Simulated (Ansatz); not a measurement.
# C2H8AlNO: the cost of one run

Program: Ansatz 0.2.0, Gaussian basis. Level of theory: the settings change from run to run. These are calculated values, not measurements.

### Step 1. The relaxed structure

An earlier PBE0-D4 in a triple-zeta def2 set relaxation fixed the geometry.

13 atoms, charge 0, spin multiplicity 1.

Atoms are counted from 1 here; the program's logs count them from 0.

Bond lengths: C1–C2 1.474 Å, C1–H6 1.094 Å, C1–H7 1.096 Å, C1–H8 1.094 Å, C2–N3 1.291 Å, C2–Al5 2.086 Å, N3–H9 1.017 Å, N3–H10 1.016 Å, O4–Al5 1.734 Å, O4–H11 0.955 Å, Al5–H12 1.634 Å, Al5–H13 1.604 Å. Angles: C2–C1–H6 107.9°, C2–C1–H7 115.1°, C2–C1–H8 108.4°, H6–C1–H7 110.0°, H6–C1–H8 105.2°, H7–C1–H8 109.8°, C1–C2–N3 117.8°, C1–C2–Al5 127.7°, N3–C2–Al5 114.6°, C2–N3–H9 117.8°, C2–N3–H10 123.9°, H9–N3–H10 118.3°, Al5–O4–H11 120.5°, C2–Al5–O4 105.2°, C2–Al5–H12 94.9°, C2–Al5–H13 103.6°, O4–Al5–H12 116.4°, O4–Al5–H13 115.4° and more.

### Step 2. B97/def2-SVP

Options: atoms shaken by 0.08 Å, high accuracy.

Input file in.yaml:

```yaml
crystal:
  periodic: [false, false, false]
  atoms:
    - {symbol: C, position_ang: [-1.676175, -0.356963, -0.106849]}
    - {symbol: C, position_ang: [-0.261834, -0.315443, 0.409031]}
    - {symbol: N, position_ang: [0.155023, -1.608281, 0.540227]}
    - {symbol: O, position_ang: [1.169748, 1.651129, -1.594252]}
    - {symbol: Al, position_ang: [1.218993, 1.017053, 0.069755]}
    - {symbol: H, position_ang: [-1.698508, 0.055691, -1.154267]}
    - {symbol: H, position_ang: [-2.347053, -1.120367, 0.055791]}
    - {symbol: H, position_ang: [-2.068368, 0.714260, 0.443465]}
    - {symbol: H, position_ang: [1.155367, -1.683626, 0.953968]}
    - {symbol: H, position_ang: [-0.575747, -2.233331, 0.871098]}
    - {symbol: H, position_ang: [1.865722, 1.227642, -2.052427]}
    - {symbol: H, position_ang: [2.342564, 0.051452, 0.537392]}
    - {symbol: H, position_ang: [0.766882, 2.299995, 1.147561]}
basis:
  gaussian: {orbitals: def2-SVP}
hamiltonian: {xc: {name: B97}}
accuracy: high
output: {forces: true}
```

Run with:

```console
$ ansatz run in.yaml --threads 4 --pin off --events-out ev --progress --plain --max-ram 10444MiB
```

What time and memory should one allow on 4 threads of AMD EPYC 9R14, shared host?

About 8.5 s, with a peak of 0.76 GiB.
